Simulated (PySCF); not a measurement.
# C5H10BO2 radical: open-shell or spin-flip excitations

Wanted: open-shell or spin-flip excitations for C5H10BO2 radical (`[CH2]/C=C\B(OC)OC`).

Programs: PySCF 2.14.0, with routines of our own; each step states its level. All values are computed. Atoms count from 0.

## (1) The system as given

18 atoms, charge 0, multiplicity 2; geometry from: GFN2-xTB.

## (2) Open-shell or spin-flip excitations: unrestricted TDA PBE0/def2-SVP

The job: settings as JSON, then the geometry in Å.

```
{"job": {"kind": "uabs", "xc": "PBE0", "basis": "def2-SVP", "nstates": 10, "tda": true}, "charge": 0, "multiplicity": 2}
C     -1.866450    -2.153576     0.394278
C     -2.219551    -0.840715     0.300940
C     -1.335241     0.220031     0.112480
B      0.211032     0.172207    -0.039933
O      0.990724     1.290475    -0.204050
C      0.504477     2.603306    -0.256898
O      0.872728    -1.019686    -0.021681
C      2.271461    -1.077754    -0.168609
H     -0.834210    -2.440767     0.323405
H     -2.604543    -2.923247     0.539381
H     -3.274774    -0.596111     0.379731
H     -1.801208     1.197594     0.066456
H      1.363824     3.263719    -0.387364
H     -0.015475     2.873070     0.667369
H     -0.179911     2.738920    -1.099776
H      2.551265    -2.131429    -0.207689
H      2.588020    -0.575471    -1.085959
H      2.769074    -0.594248     0.676263
```

Level: unrestricted TDA PBE0/def2-SVP, vertical, gas phase, core orbitals frozen in the response.

Run with:

```bash
OMP_NUM_THREADS=1 python excited_run.py task.json out
```

This one command runs all jobs of the session in turn.

The log of the run:

```text
coarse grid: 14888 points
cycle   1  E = -370.9908677019  dE =  9.120e-01  |g| = 5.190e-01  |ddm| = 3.050e+00
cycle   2  E = -370.8938064807  dE =  9.706e-02  |g| = 7.380e-01  |ddm| = 1.158e+00
cycle   3  E = -371.1011284077  dE = -2.073e-01  |g| = 6.191e-02  |ddm| = 7.059e-01
cycle   4  E = -371.1029318182  dE = -1.803e-03  |g| = 2.588e-02  |ddm| = 7.861e-02
cycle   5  E = -371.1034044817  dE = -4.727e-04  |g| = 9.396e-03  |ddm| = 3.348e-02
cycle   6  E = -371.1034871485  dE = -8.267e-05  |g| = 6.168e-03  |ddm| = 1.631e-02
cycle   7  E = -371.1035293436  dE = -4.220e-05  |g| = 2.188e-03  |ddm| = 1.136e-02
cycle   8  E = -371.1035364397  dE = -7.096e-06  |g| = 8.431e-04  |ddm| = 6.242e-03
final grid: 143384 points
cycle   9  E = -371.1690899869  dE = -4.005e-05  |g| = 7.904e-03  |ddm| = 2.603e-02
cycle  10  E = -371.1690732976  dE =  1.669e-05  |g| = 1.049e-02  |ddm| = 1.332e-02
cycle  11  E = -371.1691170824  dE = -4.378e-05  |g| = 1.112e-03  |ddm| = 7.647e-03
cycle  12  E = -371.1691176435  dE = -5.611e-07  |g| = 1.274e-04  |ddm| = 1.095e-03
cycle  13  E = -371.1691176512  dE = -7.687e-09  |g| = 8.977e-05  |ddm| = 2.336e-04
cycle  14  E = -371.1691176562  dE = -4.952e-09  |g| = 2.960e-05  |ddm| = 1.070e-04
cycle  15  E = -371.1691176572  dE = -1.059e-09  |g| = 1.317e-05  |ddm| = 5.704e-05
cycle  16  E = -371.1691176576  dE = -4.070e-10  |g| = 6.288e-06  |ddm| = 4.535e-05
converged SCF energy = -371.1691176576

Static polarisability (au): isotropic 73.706, principal 45.389 76.329 99.402

<S^2> of the reference = 0.7848 (exact 0.7500)

Excitations
state   eV       nm        f      <S^2>   main configurations
  1   3.8636    320.9   0.00601   0.762   H-1b->Lb 0.40, Ha->La 0.31, Hb->Lb 0.24
  2   4.3576    284.5   0.00055   0.840   H-2b->Lb 0.92
  3   4.5233    274.1   0.01235   0.884   Hb->Lb 0.70, H-1b->Lb 0.24
  4   5.3463    231.9   0.00013   0.839   H-3b->Lb 0.91
  5   5.5152    224.8   0.38079   0.833   Ha->La 0.46, H-1b->Lb 0.28, H-4b->Lb 0.18
  6   5.8688    211.3   0.05793   0.861   H-4b->Lb 0.46, H-5b->Lb 0.18, H-6b->Lb 0.16, Ha->La 0.10
  7   5.8774    211.0   0.03666   0.848   H-6b->Lb 0.29, H-4b->Lb 0.29, H-5b->Lb 0.26
  8   6.0396    205.3   0.00008   0.841   H-5b->Lb 0.46, H-6b->Lb 0.46
  9   6.5529    189.2   0.00498   2.622   H-1b->L+1b 0.31, H-3a->La 0.28, Hb->L+1b 0.18
 10   6.6078    187.6   0.00322   0.799   Ha->L+1a 0.72, Ha->L+2a 0.19
```

Wall time 90 s (1 thread of Arm Neoverse N1, shared host); peak memory 0.63 GiB.

In short:

```
quantity  value
    ⟨S²⟩  0.785
```

Löwdin spin populations:

C0 0.54; C1 -0.17; C2 0.54; B3 0.05; O4 0.02; C5 0.00; O6 0.02; C7 0.00; H8 0.00; H9 0.00; H10 0.00; H11 0.00; H12 0.00; H13 0.00; H14 0.00; H15 0.00; H16 0.00; H17 0.00

The fields below are evaluated on a grid from the run's orbitals.

ELF in a plane through or near 14 of the atoms.

Ten even steps from '0' (0.00) to '9' (1.00):
```
0000000000000000000000000000
0000000000000000000000000000
0000000000000000000000000000
0000000000000000000000000000
0000000000000163000320000000
0000000000000799107997000000
0000066436610999439997000000
0000699924410473655971000000
0000799952731565546532451000
0000299527384098448749998000
0000000059862231027339998000
0000000025303867259964662000
0000000000025749619960000000
0000000001552555302710000000
0000000000344981000000000000
0000000000039999300000000000
0000000000018999300000000000
0000000000003762000000000000
0000000000000000000000000000
0000000000000000000000000000
```
The map spans 13.1 Å across and 11.9 Å up, centred on the molecule. Atoms in the plane (x, y in Å): C0 (2.9, -0.1), C1 (2.1, 1.1), C2 (0.7, 1.1), B3 (-0.3, 0.0), O4 (-1.6, 0.1), C5 (-2.3, 1.4), O6 (0.2, -1.3), C7 (-0.7, -2.4), H8 (2.4, -1.0), H9 (4.0, 0.0), H10 (2.7, 2.0), H11 (0.3, 2.1), H12 (-3.4, 1.2), H15 (-0.1, -3.3).

log10 of the density (e/Å³) in the same plane.

Ten even steps from '0' (-4.0) to '9' (1.5):
```
0000000000000000000000000000
0000000000000000000000000000
0000000000000000000000000000
0000000001100111101100000000
0000001122222333222322100000
0000022344433455444543200000
0001245566654677666764310000
0001356778755677777764321000
0001356777766679779765532100
0001245567887777667777653200
0000122357877866557777653200
0000001245556787557765542100
0000000134566897655654321000
0000000134678776534432100000
0000000134577765321110000000
0000000023456765310000000000
0000000012245554210000000000
0000000000123332100000000000
0000000000000100000000000000
0000000000000000000000000000
```
The map spans 13.1 Å across and 11.9 Å up, centred on the molecule. Atoms in the plane (x, y in Å): C0 (2.9, -0.1), C1 (2.1, 1.1), C2 (0.7, 1.1), B3 (-0.3, 0.0), O4 (-1.6, 0.1), C5 (-2.3, 1.4), O6 (0.2, -1.3), C7 (-0.7, -2.4), H8 (2.4, -1.0), H9 (4.0, 0.0), H10 (2.7, 2.0), H11 (0.3, 2.1), H12 (-3.4, 1.2), H15 (-0.1, -3.3).

On the surface of density 0.002 e/bohr³ the electrostatic potential runs, from the 1st to the 99th percentile, from -1.06 V near O6 to 0.73 V near H12.

The spin density lies nearest to C0, C2 about 33 % each; C1 11 % (beta excess).

## (3) Open-shell or spin-flip excitations: unrestricted TDA B3LYP/ANO-RCC-VDZP

Settings changed since step 2:

```diff
@@ -1,2 +1,2 @@
-{"job": {"kind": "uabs", "xc": "PBE0", "basis": "def2-SVP", "nstates": 10, "tda": true}, "charge": 0, "multiplicity": 2}
+{"job": {"kind": "uabs", "xc": "B3LYP", "basis": "ANO-RCC-VDZP", "nstates": 2, "tda": true, "scf": {"guess": "sap", "fallback": true}}, "charge": 0, "multiplicity": 2}
 C     -1.866450    -2.153576     0.394278
```

Method: unrestricted TDA B3LYP/ANO-RCC-VDZP, vertical, gas phase, core orbitals frozen in the response.

The log of the run:

```text
final grid: 143384 points
cycle   1  E = -366.6447470766  dE =  3.257e+00  |g| = 2.856e+00  |ddm| = 7.629e+00
cycle   2  E = -332.0692863361  dE =  3.458e+01  |g| = 6.662e+00  |ddm| = 9.783e+00
cycle   3  E = -370.3519261071  dE = -3.828e+01  |g| = 1.846e+00  |ddm| = 6.269e+00
cycle   4  E = -371.4926415047  dE = -1.141e+00  |g| = 8.690e-01  |ddm| = 2.140e+00
cycle   5  E = -371.9706488731  dE = -4.780e-01  |g| = 2.442e-01  |ddm| = 1.183e+00
cycle   6  E = -371.9858295311  dE = -1.518e-02  |g| = 1.756e-01  |ddm| = 4.459e-01
cycle   7  E = -372.0032737190  dE = -1.744e-02  |g| = 4.605e-02  |ddm| = 2.267e-01
cycle   8  E = -372.0044760723  dE = -1.202e-03  |g| = 1.300e-02  |ddm| = 5.690e-02
cycle   9  E = -372.0046673547  dE = -1.913e-04  |g| = 5.697e-03  |ddm| = 2.861e-02
cycle  10  E = -372.0047166893  dE = -4.933e-05  |g| = 2.286e-03  |ddm| = 1.936e-02
cycle  11  E = -372.0047207456  dE = -4.056e-06  |g| = 1.271e-03  |ddm| = 5.617e-03
cycle  12  E = -372.0047214134  dE = -6.678e-07  |g| = 3.585e-04  |ddm| = 1.320e-03
cycle  13  E = -372.0047214608  dE = -4.736e-08  |g| = 2.297e-04  |ddm| = 5.580e-04
cycle  14  E = -372.0047214841  dE = -2.334e-08  |g| = 9.246e-05  |ddm| = 2.868e-04
cycle  15  E = -372.0047214881  dE = -3.952e-09  |g| = 2.809e-05  |ddm| = 1.235e-04
cycle  16  E = -372.0047214885  dE = -4.545e-10  |g| = 1.411e-05  |ddm| = 5.852e-05
converged SCF energy = -372.0047214885

Static polarisability (au): isotropic 78.340, principal 48.985 81.486 104.548

<S^2> of the reference = 0.7745 (exact 0.7500)

Excitations
state   eV       nm        f      <S^2>   main configurations
  1   3.7610    329.7   0.00501   0.761   Hb->Lb 0.35, Ha->L+1a 0.31, H-1b->Lb 0.30
  2   4.2462    292.0   0.00039   0.816   H-2b->Lb 0.94
```

It took 1.9 min on 1 thread of Arm Neoverse N1, shared host; peak memory 0.71 GiB.

In short:

```
quantity  value
    ⟨S²⟩  0.774
```

## (4) Open-shell or spin-flip excitations: unrestricted TDA PBE0/6-31G in methanol

Settings changed since step 3:

```diff
@@ -1,2 +1,2 @@
-{"job": {"kind": "uabs", "xc": "B3LYP", "basis": "ANO-RCC-VDZP", "nstates": 2, "tda": true, "scf": {"guess": "sap", "fallback": true}}, "charge": 0, "multiplicity": 2}
+{"job": {"kind": "uabs", "xc": "PBE0", "basis": "6-31G", "nstates": 2, "tda": true, "solvent": "methanol", "grid": 3, "scf": {"guess": "vsap", "fallback": true}}, "charge": 0, "multiplicity": 2}
 C     -1.866450    -2.153576     0.394278
```

With the program's defaults for keys left out, this is: unrestricted TDA PBE0/6-31G, vertical, IEF-PCM methanol (non-equilibrium linear response), core orbitals frozen in the response.

The log of the run:

```text
final grid: 210880 points
cycle   1  E = -365.0753805633  dE =  4.323e+00  |g| = 3.154e+00  |ddm| = 1.102e+01
cycle   2  E = -336.7187947000  dE =  2.836e+01  |g| = 5.439e+00  |ddm| = 1.235e+01
cycle   3  E = -369.7565647842  dE = -3.304e+01  |g| = 1.530e+00  |ddm| = 6.234e+00
cycle   4  E = -370.9765813210  dE = -1.220e+00  |g| = 8.026e-01  |ddm| = 2.258e+00
cycle   5  E = -371.2869022730  dE = -3.103e-01  |g| = 3.057e-01  |ddm| = 9.880e-01
cycle   6  E = -371.3317579924  dE = -4.486e-02  |g| = 8.335e-02  |ddm| = 3.541e-01
cycle   7  E = -371.3357100359  dE = -3.952e-03  |g| = 2.915e-02  |ddm| = 9.513e-02
cycle   8  E = -371.3362607948  dE = -5.508e-04  |g| = 1.407e-02  |ddm| = 3.316e-02
cycle   9  E = -371.3364890067  dE = -2.282e-04  |g| = 7.694e-03  |ddm| = 3.090e-02
cycle  10  E = -371.3365307067  dE = -4.170e-05  |g| = 2.770e-03  |ddm| = 1.266e-02
cycle  11  E = -371.3365359780  dE = -5.271e-06  |g| = 9.817e-04  |ddm| = 4.836e-03
cycle  12  E = -371.3365364588  dE = -4.808e-07  |g| = 3.095e-04  |ddm| = 1.183e-03
cycle  13  E = -371.3365365493  dE = -9.053e-08  |g| = 1.109e-04  |ddm| = 5.655e-04
cycle  14  E = -371.3365365595  dE = -1.021e-08  |g| = 3.739e-05  |ddm| = 1.940e-04
cycle  15  E = -371.3365365610  dE = -1.459e-09  |g| = 1.591e-05  |ddm| = 6.684e-05
cycle  16  E = -371.3365365613  dE = -2.952e-10  |g| = 5.623e-06  |ddm| = 3.215e-05
converged SCF energy = -371.3365365613

Static polarisability (au): isotropic 87.563, principal 47.634 91.225 123.830

<S^2> of the reference = 0.7839 (exact 0.7500)

Excitations
state   eV       nm        f      <S^2>   main configurations
  1   3.9144    316.7   0.00679   0.762   H-1b->Lb 0.49, Ha->La 0.31, Hb->Lb 0.15
  2   4.3509    285.0   0.00077   0.839   H-2b->Lb 0.93
```

Wall time 55 s (1 thread of Arm Neoverse N1, shared host); peak memory 0.76 GiB.

Key values:

```
quantity  value
    ⟨S²⟩  0.784
```

## (5) Open-shell or spin-flip excitations: unrestricted TDDFT PBE0/6-31G*

Settings changed since step 4:

```diff
@@ -1,2 +1,2 @@
-{"job": {"kind": "uabs", "xc": "PBE0", "basis": "6-31G", "nstates": 2, "tda": true, "solvent": "methanol", "grid": 3, "scf": {"guess": "vsap", "fallback": true}}, "charge": 0, "multiplicity": 2}
+{"job": {"kind": "uabs", "xc": "PBE0", "basis": "6-31G*", "nstates": 6, "tda": false, "scf": {"guess": "sap", "fallback": true}}, "charge": 0, "multiplicity": 2}
 C     -1.866450    -2.153576     0.394278
```

With the program's defaults for keys left out, this is: unrestricted TDDFT PBE0/6-31G*, vertical, gas phase, core orbitals frozen in the response.

The log of the run:

```text
final grid: 143384 points
cycle   1  E = -369.2855694427  dE =  8.432e-02  |g| = 1.895e+00  |ddm| = 3.987e+00
cycle   2  E = -356.8546251391  dE =  1.243e+01  |g| = 3.967e+00  |ddm| = 5.554e+00
cycle   3  E = -370.2084476830  dE = -1.335e+01  |g| = 1.259e+00  |ddm| = 4.741e+00
cycle   4  E = -371.3599185707  dE = -1.151e+00  |g| = 3.618e-01  |ddm| = 1.571e+00
cycle   5  E = -371.4046594686  dE = -4.474e-02  |g| = 2.297e-01  |ddm| = 4.145e-01
cycle   6  E = -371.4269232263  dE = -2.226e-02  |g| = 6.260e-02  |ddm| = 2.052e-01
cycle   7  E = -371.4294316803  dE = -2.508e-03  |g| = 3.144e-02  |ddm| = 7.835e-02
cycle   8  E = -371.4301569327  dE = -7.253e-04  |g| = 1.160e-02  |ddm| = 3.823e-02
cycle   9  E = -371.4303380829  dE = -1.812e-04  |g| = 4.355e-03  |ddm| = 2.497e-02
cycle  10  E = -371.4303598687  dE = -2.179e-05  |g| = 3.361e-03  |ddm| = 9.458e-03
cycle  11  E = -371.4303676734  dE = -7.805e-06  |g| = 1.387e-03  |ddm| = 5.661e-03
cycle  12  E = -371.4303689379  dE = -1.264e-06  |g| = 2.823e-04  |ddm| = 1.751e-03
cycle  13  E = -371.4303689955  dE = -5.760e-08  |g| = 1.205e-04  |ddm| = 4.151e-04
cycle  14  E = -371.4303690060  dE = -1.045e-08  |g| = 6.612e-05  |ddm| = 1.912e-04
cycle  15  E = -371.4303690092  dE = -3.216e-09  |g| = 2.304e-05  |ddm| = 1.019e-04
cycle  16  E = -371.4303690094  dE = -2.246e-10  |g| = 1.364e-05  |ddm| = 4.232e-05
converged SCF energy = -371.4303690094

Static polarisability (au): isotropic 71.048, principal 40.635 74.935 97.575

<S^2> of the reference = 0.7858 (exact 0.7500)

Excitations
state   eV       nm        f      <S^2>   main configurations
  1   3.7670    329.1   0.00755   0.762   H-1b->Lb 0.39, Ha->La 0.28, Hb->Lb 0.28
  2   4.4495    278.6   0.00037   0.847   H-2b->Lb 0.92
  3   4.5759    271.0   0.01127   0.897   Hb->Lb 0.66, H-1b->Lb 0.29
  4   5.3938    229.9   0.34091   0.832   Ha->La 0.60, H-1b->Lb 0.28
  5   5.4757    226.4   0.00045   0.843   H-3b->Lb 0.91
  6   5.8833    210.7   0.01851   0.913   H-4b->Lb 0.89
```

It took 79 s on 1 thread of Arm Neoverse N1, shared host; peak memory 0.65 GiB.

In short:

```
quantity  value
    ⟨S²⟩  0.786
```

## (6) What came out

```
                                                                                              quantity                        value
        lowest and brightest state of nearly pure spin, of 10 (step 2, unrestricted TDA PBE0/def2-SVP)  3.86 eV; 5.52 eV, f = 0.381
                                                                 surface potential, 1st and 99th percentile           -1.06 V and 0.73 V
    lowest and brightest state of nearly pure spin, of 2 (step 3, unrestricted TDA B3LYP/ANO-RCC-VDZP)  3.76 eV; 3.76 eV, f = 0.005
lowest and brightest state of nearly pure spin, of 2 (step 4, unrestricted TDA PBE0/6-31G in methanol)  3.91 eV; 3.91 eV, f = 0.007
         lowest and brightest state of nearly pure spin, of 6 (step 5, unrestricted TDDFT PBE0/6-31G*)  3.77 eV; 5.39 eV, f = 0.341
```

States whose ⟨S²⟩ lies well above the reference's are mixtures of spin states, an artefact of the unrestricted response, and are left out of the summary. The lowest state of nearly pure spin runs from 3.76 to 3.91 eV over the runs.
